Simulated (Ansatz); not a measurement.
**GaLi− (doublet): the correlation ladder at distance Ga1–Li2 = 3.427 Å, aug-cc-pVDZ**

Aim: climb from Hartree-Fock through coupled cluster and multireference methods for GaLi− (doublet) at one geometry and basis, and see what each rung misses.

Program: Ansatz 0.2.0, Gaussian basis. Level of theory: aug-cc-pVDZ, core rule «outside noble gas», up to 15 orbitals frozen. These are calculated values, not measurements.

To be run: UHF; CCSD(T) on ROHF; CCSD(T) on UHF; BCCD(T) on ROHF; CISD; CCSDT(Q) on ROHF; CCSDT(Q) on UHF; CASSCF and MRCISD+Q, 3 electrons in 3 orbitals; CASSCF and NEVPT2, 3 electrons in 3 orbitals; Full CI.

30 further runs of the same task are left out: 12 for a known fault of the program, 14 that didn't finish, 4 set aside as unsound or not needed.

### 1 The system

The geometry derives from a PBE0/def2-TZVPD stationary point (not a proven minimum). One bond is set to the value named and the two fragments are kept rigid. No spin-orbit coupling is included. The filled d shell of Ga may be among the frozen orbitals whatever the setting's name suggests; the logs give the count.

2 atoms, charge -1, spin multiplicity 2.

Atoms are counted from 1 here; the program's logs count them from 0.

No contacts short enough for the rule that draws bonds.

As a file:

```
Ga    0.0000    0.0000    0.0000
Li    0.0000    0.0000    3.4270
```

### 2 UHF

in.yaml

```yaml
crystal:
  periodic: [false, false, false]
  atoms:
    - {symbol: Ga, position_ang: [0.000000, 0.000000, 0.000000]}
    - {symbol: Li, position_ang: [0.000000, 0.000000, 3.427000]}
basis:
  gaussian: {orbitals: aug-cc-pVDZ}
total_charge: -1
magnetization: {spin_polarized: true, initial_magnetization: 1}
hamiltonian: {xc: hf}
output: {orbitals: {seedname: orbitals}}
```

The run is started by

```bash
> ansatz run in.yaml --threads 1 --pin off --events-out ev --progress --plain --max-ram 2393MiB
```

After this run come: CCSD(T) on ROHF; CCSD(T) on UHF; BCCD(T) on ROHF; CISD; CCSDT(Q) on ROHF; CCSDT(Q) on UHF; CASSCF and MRCISD+Q, 3 electrons in 3 orbitals; CASSCF and NEVPT2, 3 electrons in 3 orbitals; Full CI.

Before running them: what should the planned runs give, taken together? Wanted: FCI from the RHF energy; RMP2 from FCI; UMP2 from FCI; RCCSD from FCI; RCCSD(T) from FCI; UCCSD(T) from FCI; RCCSDT(Q) from FCI; UCCSDT(Q) from FCI; NEVPT2 pair from FCI.

**Answer**, as computed:

```
                         quantity                                                value
          FCI from the ROHF energy                                           -2.5540 eV
                    RMP2 from FCI                                           +862.5 meV
                    UMP2 from FCI                                           +719.3 meV
                   RCCSD from FCI                                           +181.3 meV
                RCCSD(T) from FCI                                            +53.5 meV
                UCCSD(T) from FCI                                            +81.2 meV
               RCCSDT(Q) from FCI                                             +1.9 meV
               UCCSDT(Q) from FCI                                             +1.4 meV
             NEVPT2 pair from FCI                                           +606.3 meV
           MRCISD+Q pair from FCI                                             +7.4 meV
levels within 1 kcal/mol (43 meV)  RCCSDT, UCCSDT, RCCSDT(Q), UCCSDT(Q), MRCISD+Q pair
                    T1 diagnostic                                                0.090
   effectively unpaired electrons                                                 1.64
```

**Reading.** RCCSD(T) misses by +53.5 meV, 2.1 % of the correlation energy. CCSD(T) misses by +53.5 meV on the restricted determinant and by +81.2 meV on the unrestricted one; the two need not hold the same state or core. The occupations show some static correlation. Of the multireference levels listed MRCISD+Q pair comes nearest in total energy (+7.4 meV), which doesn't show that its space is the better one. These misses are within one basis, not against nature; the frozen cores of restricted and unrestricted runs differ, which can shift their rows.

Levels on UHF freeze UHF's core orbitals, full CI those of ROHF, so the U rows can settle a little off it for that reason alone.

With open shells the CI space here admits some triples and quadruples, so it is larger than plain CISD.
